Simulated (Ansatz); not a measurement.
**F2H5NSi2: one species, many methods**

Aim: compute F2H5NSi2 with functionals from several rungs and with coupled cluster. The yardstick is the atomisation energy at the CCSD(T) limit.

Method: functionals in def2-TZVPP, the program's frozen cores in correlated methods; program: Ansatz 0.2.0, Gaussian basis.

Plan: LDA (SPW92), PBE-D4, revPBE-D4, BLYP-D4, r2SCAN-D4, B97M-V, PBE0-D4, B3LYP-D4, r2SCANh-D4, r2SCAN0-D4, HSE06-D4, BHLYP-D4, CAM-B3LYP-D4, LC-ωPBE, ωB97X-V, ωB97M-V, B2PLYP, PBE-QIDH; CCSD(T)/def2-SVP; CCSD(T)/def2-TZVPP; MP2/def2-QZVPP; extrapolation to the limit; RPA on PBE.

## 1. The relaxed structure

The geometry comes from an earlier relaxation with PBE0-D4 in a triple-zeta def2 set; it is a stationary point, not always the lowest conformer.

SMILES `N[Si](F)(F)[SiH3]`, 10 atoms, charge 0, spin multiplicity 1.

Atoms are counted from 1 here; the program's logs count them from 0.

Bond lengths: N1–Si2 1.690 Å, N1–H6 1.006 Å, N1–H7 1.008 Å, Si2–F3 1.593 Å, Si2–F4 1.598 Å, Si2–Si5 2.334 Å, Si5–H8 1.489 Å, Si5–H9 1.485 Å, Si5–H10 1.486 Å. Angles: Si2–N1–H6 122.0°, Si2–N1–H7 121.7°, H6–N1–H7 112.3°, N1–Si2–F3 106.0°, N1–Si2–F4 113.8°, N1–Si2–Si5 112.2°, F3–Si2–F4 104.5°, F3–Si2–Si5 112.3°, F4–Si2–Si5 107.9°, Si2–Si5–H8 108.6°, Si2–Si5–H9 110.9°, Si2–Si5–H10 109.9°, H8–Si5–H9 109.0°, H8–Si5–H10 108.8°, H9–Si5–H10 109.6°.

Coordinates:

```xyz
10

N    -0.9287    0.8440   -1.2668
Si   -0.1827   -0.5253   -0.6149
F     0.8341   -1.0428   -1.7267
F    -1.1780   -1.7527   -0.3798
Si    0.8800   -0.0678    1.4119
H    -1.5375    1.4299   -0.7208
H    -1.0978    0.9345   -2.2559
H    -0.0810    0.6380    2.3032
H     1.3216   -1.3225    2.0726
H     2.0533    0.8136    1.1803
```

## 2. LDA

This LDA is Slater exchange with PW92 correlation.

in.yaml

```yaml
crystal:
  periodic: [false, false, false]
  atoms:
    - {symbol: N, position_ang: [-0.928750, 0.844003, -1.266831]}
    - {symbol: Si, position_ang: [-0.182697, -0.525336, -0.614889]}
    - {symbol: F, position_ang: [0.834091, -1.042829, -1.726667]}
    - {symbol: F, position_ang: [-1.177992, -1.752724, -0.379849]}
    - {symbol: Si, position_ang: [0.879972, -0.067772, 1.411877]}
    - {symbol: H, position_ang: [-1.537482, 1.429868, -0.720756]}
    - {symbol: H, position_ang: [-1.097836, 0.934533, -2.255919]}
    - {symbol: H, position_ang: [-0.080965, 0.637977, 2.303225]}
    - {symbol: H, position_ang: [1.321602, -1.322546, 2.072648]}
    - {symbol: H, position_ang: [2.053258, 0.813626, 1.180262]}
basis:
  gaussian: {orbitals: def2-TZVPP}
hamiltonian: {xc: lda}
output: {orbitals: {seedname: orbitals}}
```

Started as:

```
$ ansatz run in.yaml --threads 4 --pin off --events-out ev --progress --plain --max-ram 10444MiB
```

The runs that follow: PBE-D4 (GGA); revPBE-D4 (GGA); BLYP-D4 (GGA); r2SCAN-D4 (meta-GGA); B97M-V (meta-GGA); PBE0-D4 (hybrid); B3LYP-D4 (hybrid); r2SCANh-D4 (hybrid); r2SCAN0-D4 (hybrid); HSE06-D4 (hybrid); BHLYP-D4 (hybrid); CAM-B3LYP-D4 (range-separated); LC-ωPBE (range-separated); ωB97X-V (range-separated); ωB97M-V (range-separated); B2PLYP (double hybrid); PBE-QIDH (double hybrid); CCSD(T) in def2-SVP; CCSD(T) in def2-TZVPP; MP2 in def2-QZVPP; RPA on PBE orbitals.

Q: Predict the results of all the runs planned. Wanted: atomisation energy, CCSD(T)/CBS; farthest beyond LDA; mean size of error, GGA; mean size of error, meta-GGA; mean size of error, hybrid; mean size of error, range-separated; mean size of error, double hybrid; gap, smallest and largest; T1 diagnostic.

As calculated:

| quantity | value |
| --- | --- |
| atomisation energy, CCSD(T)/CBS | 3587.7 kJ/mol |
| functionals within 17.9 kJ/mol (0.5 %) | PBE-D4, B97M-V, CAM-B3LYP-D4, ωB97X-V, ωB97M-V |
| farthest beyond LDA | BHLYP-D4 (-116.9 kJ/mol) |
| mean size of error, GGA | 39.0 kJ/mol |
| mean size of error, meta-GGA | 17.7 kJ/mol |
| mean size of error, hybrid | 67.2 kJ/mol |
| mean size of error, range-separated | 16.1 kJ/mol |
| mean size of error, double hybrid | 65.6 kJ/mol |
| gap, smallest and largest | 5.77 eV (LDA (SPW92)), 13.13 eV (LC-ωPBE) |
| T1 diagnostic | 0.0122 |
| triples share of the correlation energy | 3.1 % |

What this shows: LDA overbinds by 450.0 kJ/mol (13 %). PBE-D4 is off by -1.2 kJ/mol. Double hybrids carry the basis error of their MP2 part in triple zeta, and no dispersion term here, so their miss is partly the set-up's. The rungs range-separated, meta-GGA miss on average by less than the doubt on the reference (17.9 kJ/mol), so they tie. Misses under about 17.9 kJ/mol are within the doubt on the reference itself, which lacks core-valence correlation, relativity and higher excitations. Hartree-Fock recovers 73 % of the binding; the rest is correlation. CCSD(T) in def2-SVP is off by -325.3 kJ/mol, worse than the median functional, from the basis alone. Orbital gaps span 5.8 to 13.1 eV; exact exchange widens them.
